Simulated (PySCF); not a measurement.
# AlCl2H10NSi5: the cost of one run

Computed with PySCF 2.14.0; each step states its level. No surroundings beyond the atoms listed, unless a continuum is named. Atoms count from 0, parts from 1.

## 1. Starting point

Each species was relaxed by itself at GFN1-xTB.

## 2. Reaction energy: PBE0-D3(BJ)/def2-SVP

What the job is given:

```
{"job": {"kind": "react", "xc": "PBE0", "basis": "def2-SVP", "disp": "d3bj"}, "charge": 0, "multiplicity": 1}
-1 H11NSi5 charge 0 multiplicity 1
N      3.117990    -0.185710     0.115730
Si     1.495330    -0.019230    -0.456180
Si     0.234770     1.812780     0.381960
Si    -2.025550     1.317120    -0.040740
Si    -2.177520    -1.036550    -0.060840
Si     0.031240    -1.860020    -0.103980
H      3.948350    -0.162720    -0.456610
H      3.396640    -0.324350     1.075940
H      1.722230     0.155500    -1.896770
H      0.416240     1.906160     1.842040
H      0.667930     3.160160    -0.013720
H     -2.988240     1.998780     0.836350
H     -2.437670     1.844430    -1.352540
H     -3.012390    -1.532580    -1.165870
H     -2.924790    -1.562120     1.092610
H      0.311630    -2.496240     1.195820
H      0.223810    -3.015410    -0.993210

-1 AlCl3 charge 0 multiplicity 1
Cl    -1.966450    -0.002290    -0.610960
Al    -0.000150    -0.000000     0.000220
Cl     1.472880     0.668770    -1.274050
Cl     0.493720    -0.666470     1.884790

+1 AlCl2H10NSi5 charge 0 multiplicity 1
Cl    -0.881800     0.976850    -1.354580
Al    -2.515470     1.157380    -0.007330
Cl    -4.215810     2.165290    -0.578900
N     -2.077240     0.317160     1.527860
Si    -0.495330    -0.456940     1.639770
Si    -0.288910    -2.030960    -0.138850
Si     1.124060    -1.146200    -1.798640
Si     2.042470     0.846620    -0.963580
Si     1.188560     1.173500     1.204000
H     -2.752370     0.312210     2.284940
H     -0.539230    -1.007330     3.002520
H      0.117620    -3.384010     0.278490
H     -1.634150    -2.331960    -0.682620
H      0.477560    -1.033450    -3.110880
H      2.184000    -2.122590    -2.128600
H      3.518210     0.771570    -0.915280
H      1.885060     2.018260    -1.832560
H      0.608520     2.528850     1.355240
H      2.254260     1.245740     2.218990

+1 ClH charge 0 multiplicity 1
Cl     0.632480     0.000730    -0.007090
H     -0.632480    -0.000730     0.007090
```

With the program's defaults for keys left out, this is: PBE0-D3(BJ)/def2-SVP reaction energy of separated species, gas phase.

The run is started by

```
$ OMP_NUM_THREADS=1 python cluster_run.py task.json out
```

One launch serves the whole session: the jobs run in the order shown.

**Question.** How long does this first job take on 1 thread of Intel Xeon Platinum 8259CL at 2.50GHz, shared host, and how much memory does it need?

About 46 s, with a peak of 0.75 GiB.
